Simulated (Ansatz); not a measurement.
# CH6BSb: small, medium and large basis sets

An exercise on one series of results from a longer session: the logs are not shown, and one member is left open.

The runs use Ansatz 0.2.0, Gaussian basis; one geometry, several basis sets.

The runs, in order: PBE0-D4/def2-SVP; ωB97M-V/def2-SVP; PBE0-D4/def2-QZVPP; ωB97M-V/def2-QZVPP; the functionals' def2-TZVPP values are taken from earlier runs.

1 further run of the same task is left out (for a known fault of the program).

**The geometry**

The geometry comes from an earlier relaxation with PBE0-D4 in a triple-zeta def2 set; it is a stationary point, not always the lowest conformer. Sb takes the def2 core potential; no spin-orbit term is included.

SMILES `[BH2][SbH][CH3]`, 9 atoms, charge 0, spin multiplicity 1.

Atoms are counted from 1 here; the program's logs count them from 0.

Bond lengths: B1–Sb2 2.197 Å, B1–H4 1.195 Å, B1–H5 1.194 Å, Sb2–C3 2.161 Å, Sb2–H6 1.704 Å, C3–H7 1.088 Å, C3–H8 1.089 Å, C3–H9 1.090 Å. Angles: Sb2–B1–H4 120.1°, Sb2–B1–H5 120.0°, H4–B1–H5 119.4°, B1–Sb2–C3 99.9°, B1–Sb2–H6 96.2°, C3–Sb2–H6 97.7°, Sb2–C3–H7 111.2°, Sb2–C3–H8 109.0°, Sb2–C3–H9 107.8°, H7–C3–H8 110.0°, H7–C3–H9 109.7°, H8–C3–H9 109.2°.

The first run:

in.yaml

```yaml
crystal:
  periodic: [false, false, false]
  atoms:
    - {symbol: B, position_ang: [-0.724392, 0.664599, -1.571017]}
    - {symbol: Sb, position_ang: [0.736932, 0.985117, 0.037749]}
    - {symbol: C, position_ang: [0.637033, -0.937049, 1.020956]}
    - {symbol: H, position_ang: [-0.758695, -0.380416, -2.150455]}
    - {symbol: H, position_ang: [-1.387942, 1.575738, -1.965760]}
    - {symbol: H, position_ang: [-0.317255, 1.829499, 1.077225]}
    - {symbol: H, position_ang: [-0.383754, -1.179188, 1.307447]}
    - {symbol: H, position_ang: [1.275831, -0.917499, 1.902532]}
    - {symbol: H, position_ang: [1.010741, -1.687099, 0.324222]}
basis:
  gaussian: {orbitals: def2-SVP}
hamiltonian: {xc: pbe0, dispersion: d4}
output: {orbitals: {seedname: orbitals}}
```

Run with:

```bash
ansatz run in.yaml --threads 2 --pin off --events-out ev --progress --plain --max-ram 4352MiB
```

Steps of the session up to this table: PBE0-D4 in def2-SVP; ωB97M-V in def2-SVP; PBE0-D4 in def2-QZVPP; ωB97M-V in def2-QZVPP.

One of the session's tables, all rows but one given; the rest of the session is left out.

It belongs to the step «Density functionals: the series». 

| functional | basis | HOMO (eV) | LUMO (eV) |
| --- | --- | --- | --- |
| PBE0-D4 | def2-SVP | -6.62 | -2.02 |
| PBE0-D4 | def2-TZVPP | ? | ? |
| PBE0-D4 | def2-QZVPP | -6.69 | -2.13 |
| ωB97M-V | def2-SVP | -8.62 | -0.04 |
| ωB97M-V | def2-TZVPP | -8.71 | -0.24 |
| ωB97M-V | def2-QZVPP | -8.72 | -0.29 |

**Question.** Estimate the row for PBE0-D4, def2-TZVPP.

As computed: HOMO (eV): -6.68; LUMO (eV): -2.12. In the column «HOMO (eV)» it lies between PBE0-D4, def2-QZVPP (-6.69) and PBE0-D4, def2-SVP (-6.62).
